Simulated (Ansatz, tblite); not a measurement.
**B(NMe2Et)H3 (C4H14BN): a ladder of methods and basis sets**

One table from this session's results is given with a row withheld; the runs are named, their logs left out.

The runs use Ansatz 0.2.0, Gaussian basis; as each input shows.

Plan: GFN1-xTB, GFN2-xTB, PBE-D4/def2-TZVP, r2SCAN-D4/def2-TZVP, BLYP-D4/def2-TZVP, ωB97X-V/def2-TZVP, HSE06-D4/def2-TZVP, PBE-D4/def2-SVP, PBE0-D4/def2-SVP, HF/STO-3G, CCSD(T)/def2-SVP, MP2/def2-TZVP.

2 further runs of the same task are left out: 2 set aside as unsound or not needed. Runs told in other sessions of the task aren't counted.

## The structure

The singlet was relaxed beforehand with PBE-D4/def2-SVP.

20 atoms, charge 0, spin multiplicity 1.

Bond lengths: B1–N6 1.653 Å, B1–H18 1.234 Å, B1–H19 1.231 Å, B1–H20 1.235 Å, C2–N6 1.486 Å, C2–H7 1.111 Å, C2–H8 1.104 Å, C2–H9 1.105 Å, C3–N6 1.485 Å, C3–H10 1.103 Å, C3–H11 1.111 Å, C3–H12 1.105 Å, C4–C5 1.520 Å, C4–N6 1.506 Å, C4–H13 1.108 Å, C4–H14 1.114 Å, C5–H15 1.108 Å, C5–H16 1.106 Å and more. Angles: N6–B1–H18 105.1°, N6–B1–H19 107.5°, N6–B1–H20 105.7°, H18–B1–H19 111.8°, H18–B1–H20 112.9°, H19–B1–H20 113.1°, N6–C2–H7 110.6°, N6–C2–H8 108.8°, N6–C2–H9 108.7°, H7–C2–H8 110.2°, H7–C2–H9 109.9°, H8–C2–H9 108.5°, N6–C3–H10 109.4°, N6–C3–H11 110.8°, N6–C3–H12 108.3°, H10–C3–H11 110.1°, H10–C3–H12 108.1°, H11–C3–H12 110.0° and more.

Coordinates:

```xyz
20
C4H14BN
B     0.4306   -0.0660   -1.6345
C     1.4835   -1.0037    0.4818
C     0.7365    1.2947    0.5163
C    -0.8879   -0.5585    0.5709
C    -2.1136    0.2532    0.1839
N     0.4251   -0.0692    0.0181
H     1.5063   -1.0494    1.5915
H     2.4581   -0.6588    0.0939
H     1.2765   -2.0068    0.0675
H    -0.0199    2.0042    0.1404
H     0.7595    1.3131    1.6269
H     1.7202    1.5957    0.1135
H    -0.9933   -1.5968    0.1997
H    -0.7841   -0.6050    1.6790
H    -3.0093   -0.2330    0.6196
H    -2.2332    0.2956   -0.9146
H    -2.0808    1.2900    0.5747
H     1.5967    0.1830   -1.9518
H    -0.3432    0.8162   -2.0055
H     0.0723   -1.1985   -1.9714
```

PBE0-D4/def2-TZVP was run before; its log isn't repeated, and its numbers join the tables.

Set-up of the first run:

Tight binding, by tblite at 300 K electronic temperature and without a spin-polarisation term:

```python
tblite.interface.Calculator('GFN1-xTB', numbers, positions, charge=0, uhf=0).singlepoint()
```

Tight binding, by tblite at 300 K electronic temperature and without a spin-polarisation term:

```python
tblite.interface.Calculator('GFN2-xTB', numbers, positions, charge=0, uhf=0).singlepoint()
```

start.molden holds the orbitals of an earlier run on this state, given as this run's starting guess.

Contents of in.yaml:

```yaml
crystal:
  periodic: [false, false, false]
  atoms:
    - {symbol: B, position_ang: [0.430588, -0.066025, -1.634461]}
    - {symbol: C, position_ang: [1.483502, -1.003656, 0.481790]}
    - {symbol: C, position_ang: [0.736530, 1.294682, 0.516283]}
    - {symbol: C, position_ang: [-0.887873, -0.558505, 0.570874]}
    - {symbol: C, position_ang: [-2.113568, 0.253167, 0.183939]}
    - {symbol: N, position_ang: [0.425083, -0.069150, 0.018142]}
    - {symbol: H, position_ang: [1.506287, -1.049406, 1.591539]}
    - {symbol: H, position_ang: [2.458110, -0.658801, 0.093904]}
    - {symbol: H, position_ang: [1.276477, -2.006753, 0.067500]}
    - {symbol: H, position_ang: [-0.019885, 2.004246, 0.140383]}
    - {symbol: H, position_ang: [0.759472, 1.313070, 1.626853]}
    - {symbol: H, position_ang: [1.720154, 1.595656, 0.113550]}
    - {symbol: H, position_ang: [-0.993337, -1.596768, 0.199678]}
    - {symbol: H, position_ang: [-0.784068, -0.605004, 1.679048]}
    - {symbol: H, position_ang: [-3.009331, -0.232959, 0.619617]}
    - {symbol: H, position_ang: [-2.233206, 0.295559, -0.914618]}
    - {symbol: H, position_ang: [-2.080811, 1.289997, 0.574653]}
    - {symbol: H, position_ang: [1.596707, 0.182956, -1.951805]}
    - {symbol: H, position_ang: [-0.343165, 0.816241, -2.005483]}
    - {symbol: H, position_ang: [0.072323, -1.198527, -1.971407]}
basis:
  gaussian: {orbitals: def2-TZVP, initial_orbitals: start.molden}
hamiltonian: {xc: pbe, dispersion: d4}
scf: {omitted_lower_state_checks: [starts]}
output: {forces: true, orbitals: {seedname: orbitals}}
```

Run with:

```
ansatz run in.yaml --threads 4 --pin off --events-out ev --progress --plain --max-ram 4787MiB
```

Steps of the session up to this table: PBE-D4/def2-TZVP; r2SCAN-D4/def2-TZVP; BLYP-D4/def2-TZVP; ωB97X-V/def2-TZVP; HSE06-D4/def2-TZVP; PBE-D4/def2-SVP; PBE0-D4/def2-SVP; HF/STO-3G; CCSD(T)/def2-SVP; MP2/def2-TZVP.

One of the session's tables, all rows but one given; the rest of the session is left out.

It belongs to the step «Binding energy». 

| method | binding an atom (eV) |
| --- | --- |
| HF/STO-3G | 3.678 |
| HF/def2-SVP | 2.928 |
| HF/def2-TZVP | 2.874 |
| PBE-D4/def2-SVP | 3.937 |
| PBE-D4/def2-TZVP | 3.905 |
| BLYP-D4/def2-TZVP | 3.836 |
| r2SCAN-D4/def2-TZVP | 3.848 |
| PBE0-D4/def2-SVP | 3.898 |
| PBE0-D4/def2-TZVP | 3.862 |
| HSE06-D4/def2-TZVP | 3.863 |
| ωB97X-V/def2-TZVP | 3.855 |
| MP2/def2-SVP | 3.706 |
| MP2/def2-TZVP | ? |
| CCSD/def2-SVP | 3.671 |
| CCSD(T)/def2-SVP | 3.703 |

Estimate the missing values for MP2/def2-TZVP.

**Answer.** binding an atom (eV): 3.735. In the column «binding an atom (eV)» it lies between MP2/def2-SVP (3.706) and BLYP-D4/def2-TZVP (3.836).

Caveats from the session: Free atoms were run apart at each level; binding is atoms less cluster, divided by the number of atoms, without zero-point or spin-orbit terms.
